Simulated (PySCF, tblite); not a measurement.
**CH₅O₄PSi, a small gas-phase stand-in for a defect centre: NMR shifts, core binding energies and electronic excitations**

Aim: the NMR shifts, core binding energies and electronic excitations of `O=P(O)(O)O[C][SiH3]`. It is drawn as: twofold C.

Programs: tblite 0.8.0 and PySCF 2.14.0. All values are calculated, for the isolated system unless a continuum is named. Atoms count from 0, parts from 1.

## Step 1: Starting point

12 atoms, charge 0, multiplicity 1; geometry: distance geometry start.

## Step 2: Relaxing the cluster with GFN2-xTB

What the job is given:

```
{"job": {"kind": "relax", "xc": "GFN2-xTB", "basis": "xTB"}, "charge": 0, "multiplicity": 1}
C      0.788689    -1.530640    -0.316271
Si     0.872092    -2.192215     1.413135
O      0.550367    -0.827911    -1.503342
P     -0.079867     0.766272    -1.625302
O      0.620395     1.761287    -0.360269
O      0.321548     1.429389    -3.171224
O     -1.802453     0.725472    -1.421624
H      0.649570    -3.611760     1.353025
H     -0.127196    -1.601640     2.200142
H      2.136965    -1.946208     1.926002
H     -0.223169     2.085474    -3.646617
H     -2.375965     1.440220    -1.719498
```

Level: GFN2-xTB geometry optimisation, gas phase.

On the command line:

```sh
OMP_NUM_THREADS=1 python cluster_run.py task.json out
```

This one command runs all jobs of the session in turn.

**Question.** The jobs that follow are: PBE0-D3(BJ)/def2-SVP geometry optimisation, gas phase; GIAO PBE0/pcSseg-1 NMR shielding, non-relativistic, gas phase; delta-SCF UKS SCAN, pcX-2 on the ionised atom, pcseg-1 elsewhere, spin-free X2C; TDDFT CAM-B3LYP/def2-SVPD, vertical, gas phase, core orbitals frozen in the response. Predict: point group; rotational constants (main isotopes); 13C shifts against TMS (PBE0/pcSseg-1); 1H shifts against TMS (PBE0/pcSseg-1); 29Si shifts against TMS (PBE0/pcSseg-1); 17O shifts against H2O (PBE0/pcSseg-1); 31P shifts against H3PO4 (PBE0/pcSseg-1); O1s binding energies, SCAN/pcX-2 (standing for 2 of 4 atoms); Si2p binding energies, SCAN/pcX-2; P2p binding energies, SCAN/pcX-2; lowest singlet (CAM-B3LYP/def2-SVPD); brightest single state of those computed; lowest triplet; vertical ionisation energy (ΔSCF); vertical electron affinity (ΔSCF).

**Answer**, as computed:

| quantity | value |
| --- | --- |
| point group | C1 |
| rotational constants (main isotopes) | 3.52, 1.26, 1.20 GHz |
| 13C shifts against TMS (PBE0/pcSseg-1) | 933.6 ppm |
| 1H shifts against TMS (PBE0/pcSseg-1) | 7.11, 6.25, 4.89, 4.11, 3.40 ppm |
| 29Si shifts against TMS (PBE0/pcSseg-1) | -74.3 ppm |
| 17O shifts against H2O (PBE0/pcSseg-1) | 778.3, 168.5, 116.6, 101.2 ppm |
| 31P shifts against H3PO4 (PBE0/pcSseg-1) | -48.0 ppm |
| O1s binding energies, SCAN/pcX-2 (standing for 2 of 4 atoms) | O2 540.47, O4 537.95 eV |
| Si2p binding energies, SCAN/pcX-2 | Si1 107.04 eV |
| P2p binding energies, SCAN/pcX-2 | P3 141.00 eV |
| lowest singlet (CAM-B3LYP/def2-SVPD) | 1.47 eV (842 nm), f = 0.000 |
| brightest single state of those computed | state 4, 5.82 eV, f = 0.065 |
| lowest triplet | 0.41 eV |
| vertical ionisation energy (ΔSCF) | 8.10 eV |
| vertical electron affinity (ΔSCF) | 0.69 eV |

In words: The start of the PBE0/def2-SVP relaxation was shaken at random by about 0.01 Å, so part of the energy gained, and of the first lengths quoted, undoes that. The optimisation took 11 steps and gained 0.237 eV; among the close pairs (by a distance rule), O2–P3 changed most, from 1.625 to 1.704 Å (PBE0/def2-SVP). Hydrogens of an XH3 group are listed apart at this fixed geometry; free rotation makes them one line at their mean. At PBE0/pcSseg-1: Shielding is most anisotropic at C0 (span 2346 ppm, paramagnetic term -1002 ppm). At SCAN/pcX-2: The O1s levels kept as sound span 2.52 eV, from O4 (oxygen bonded to P) up to O2 (oxygen bonded to C, P). Only 2 of the 4 O atoms are covered by sound results. The lowest singlet, at 1.47 eV, is HOMO→LUMO 0.99 and is dark; of the 6 states computed, the strongest absorption comes from state 4 at 5.82 eV. The lowest triplet lies 1.06 eV below the lowest singlet (triplets in Tamm-Dancoff, singlets in full TDDFT). ΔSCF puts the ionisation energy at 8.10 eV, 0.70 eV above −ε(HOMO). A capped cluster stands for the solid here, so long-range fields and strain are missing, and bands or shifts of the capping hydrogens have no counterpart in it.
